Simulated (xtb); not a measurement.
**C2H8SSi2 (SMILES [SiH3]/C=C/S[SiH3]) at GFN1-xTB**

What is the electronic atomisation energy of C2H8SSi2 at GFN1-xTB? 

Program for the calculation: xtb 6.7.1.

5 further runs of the same task are left out: 5 set aside as unsound or not needed.

**1. The structure to begin with**

C2H8SSi2 has 13 atoms, charge 0, and is taken as a singlet. SMILES: `[SiH3]/C=C/S[SiH3]`. Geometry: relaxed at GFN2-xTB. This is one conformer, not always the lowest.

Bond lengths: Si1–C2 1.884 Å, C2–C3 1.321 Å, C3–S4 1.782 Å, S4–Si5 2.142 Å, Si1–H6 1.463 Å, Si1–H7 1.463 Å, Si1–H8 1.466 Å, C2–H9 1.083 Å, C3–H10 1.080 Å, Si5–H11 1.459 Å, Si5–H12 1.451 Å, Si5–H13 1.459 Å. Some angles: Si1–C2–C3 123.8°, C2–C3–S4 123.5°, C3–S4–Si5 97.8°, Si1–C2–H9 118.6°, C3–C2–H9 117.6°, C2–Si1–H6 107.8°, C2–Si1–H7 110.1°, C2–Si1–H8 109.3°, C2–C3–H10 123.1°, S4–C3–H10 113.4°.

**2. Energy and forces at GFN1-xTB**

The input, in.coord:

```
$coord angs
    -0.8909200    -1.9655100     1.4208100  Si
     0.1924900    -0.4971700     0.9538500  C
     0.7954900    -0.3696300    -0.2150400  C
     1.8371200     1.0131300    -0.6383700  S
     0.3414600     2.2301700    -1.5722000  Si
    -1.3078600    -1.7879900     2.8115600  H
    -0.1406800    -3.2122100     1.2673100  H
    -2.0684600    -1.9946900     0.5482700  H
     0.3349400     0.2930300     1.6803400  H
     0.7268400    -1.1095000    -0.9985300  H
    -0.7047200     2.4912800    -0.5894700  H
     1.0870200     3.4136500    -1.9591400  H
    -0.2027300     1.4954300    -2.7093900  H
$end
```

The run is started by

```sh
xtb --grad --gfn 1 -- in.coord > run.log 2> xtb.err
```

Output:

```text
* xtb version 6.7.1
[...]
          :  # basis functions                  54          :
[...]
          :  # electrons                        30          :
[...]
          :  Hamiltonian                  GFN1-xTB          :
[...]
          :  net charge                          0          :
          :  unpaired electrons                  0          :
[...]
   *** convergence criteria satisfied after 11 iterations ***
[...]
         ::                     SUMMARY                     ::
         :::::::::::::::::::::::::::::::::::::::::::::::::::::
         :: total energy             -15.963868300274 Eh    ::
         :: gradient norm              0.047867197775 Eh/a0 ::
         :: HOMO-LUMO gap              3.727623728556 eV    ::
         ::.................................................::
         :: SCC energy               -16.130207097577 Eh    ::
         :: -> electrostatic           0.008919526875 Eh    ::
         :: repulsion energy           0.171987752105 Eh    ::
         :: dispersion energy         -0.005648954802 Eh    ::
         :: halogen bond corr.         0.000000000000 Eh    ::
         :: add. restraining           0.000000000000 Eh    ::
         :: total charge              -0.000000000000 e     ::
         :::::::::::::::::::::::::::::::::::::::::::::::::::::
[...]
        15        2.0000           -0.4235574             -11.5256 (HOMO)
        16                         -0.2865697              -7.7980 (LUMO)
[...]
          | TOTAL ENERGY              -15.963868300274 Eh   |
          | GRADIENT NORM               0.047867197775 Eh/α |
          | HOMO-LUMO GAP               3.727623728556 eV   |
           -------------------------------------------------
[...]
```

Standard error:

```text
normal termination of xtb
```

Run time: 0.047 s. Hardware: 1 thread of Arm Neoverse N1, shared host.

**3. The C atom: a single-point energy at GFN1-xTB**

The input, struc.xyz:

```xyz
1
start
C      0.000000     0.000000     0.000000
```

The run is started by

```sh
xtb struc.xyz --gfn 1 --chrg 0 --uhf 2 --sp -P 1 | tee struc.out
```

Output:

```text
* xtb version 6.7.1
[...]
          :  # basis functions                   4          :
[...]
          :  # electrons                         4          :
[...]
          :  Hamiltonian                  GFN1-xTB          :
[...]
          :  net charge                          0          :
          :  unpaired electrons                  2          :
[...]
   *** convergence criteria satisfied after 3 iterations ***
[...]
         ::                     SUMMARY                     ::
         :::::::::::::::::::::::::::::::::::::::::::::::::::::
         :: total energy              -1.739321808014 Eh    ::
         :: gradient norm              0.000000000000 Eh/a0 ::
         :: HOMO-LUMO gap              0.000000000000 eV    ::
         ::.................................................::
         :: SCC energy                -1.739321808014 Eh    ::
         :: -> electrostatic           0.000000000000 Eh    ::
         :: repulsion energy           0.000000000000 Eh    ::
         :: dispersion energy          0.000000000000 Eh    ::
         :: halogen bond corr.         0.000000000000 Eh    ::
         :: add. restraining           0.000000000000 Eh    ::
         :: total charge               0.000000000000 e     ::
         :::::::::::::::::::::::::::::::::::::::::::::::::::::
[...]
         3        0.6667           -0.3694331             -10.0528 (HOMO)
         4        0.6667           -0.3694331             -10.0528 (LUMO)
[...]
          | TOTAL ENERGY               -1.739321808014 Eh   |
          | GRADIENT NORM               0.000000000000 Eh/α |
          | HOMO-LUMO GAP               0.000000000000 eV   |
           -------------------------------------------------
[...]
```

Standard error:

```text
normal termination of xtb
```

It took 0.023 s on 1 thread of Arm Neoverse N1, shared host.

**4. The H atom: the energy at GFN1-xTB**

The input, .CHRG:

```
0
```

The input, .UHF:

```
1
```

The input, in.coord:

```
$coord angs
     0.0000000     0.0000000     0.0000000  H
$end
```

Run the same way, it converges to -0.40143 Eh (log not shown).

**5. The S atom: the energy at GFN1-xTB**

The input, geom.xyz:

```xyz
1

S      0.00000000     0.00000000     0.00000000
```

Run the same way, it converges to -3.53411 Eh (log not shown).

**6. The Si atom: a single-point energy at GFN1-xTB**

.CHRG is that of step 4.

The input, .UHF:

```
2
```

The input, coord:

```
$coord angs
     0.0000000     0.0000000     0.0000000  Si
$end
```

Run the same way, it converges to -1.62345 Eh (log not shown).

**7. Outcome**

Level: GFN1-xTB.

| quantity | value |
| --- | --- |
| molecule: total energy | -15.96387 Eh |
| molecule: dipole moment | 0.96 D |
| molecule: HOMO energy | -11.53 eV |
| molecule: LUMO energy | -7.80 eV |
| molecule: HOMO–LUMO gap | 3.73 eV |
| molecule: dispersion energy | -14.83 kJ/mol |
| molecule: largest force on an atom | 1.314 eV/Å |
| C atom: total energy | -1.73932 Eh |
| C atom: dipole moment | 0.00 D |
| C atom: HOMO energy (partly filled) | -10.05 eV |
| C atom: LUMO energy | -10.05 eV |
| H atom: total energy | -0.40143 Eh |
| H atom: dipole moment | 0.00 D |
| H atom: HOMO energy (partly filled) | -10.92 eV |
| S atom: total energy | -3.53411 Eh |
| S atom: dipole moment | 0.00 D |
| S atom: HOMO energy (partly filled) | -12.12 eV |
| S atom: LUMO energy | -1.71 eV |
| Si atom: total energy | -1.62345 Eh |
| Si atom: dipole moment | 0.00 D |
| Si atom: HOMO energy (partly filled) | -7.56 eV |
| Si atom: LUMO energy | -7.56 eV |
| electronic atomisation energy | 67.832 eV |

The method runs without spin polarisation, so open shells lack the exchange term that lowers high spin: such energies come out too high. The largest force (molecule) is 1.31 eV/Å: the shape isn't a stationary point for this species at this level. Taking the molecule apart into free atoms costs 67.83 eV (1564 kcal/mol), before zero-point energy and without spin-orbit coupling. Tight-binding and semi-empirical models aren't fitted to free atoms, so this value can be far from the true one.
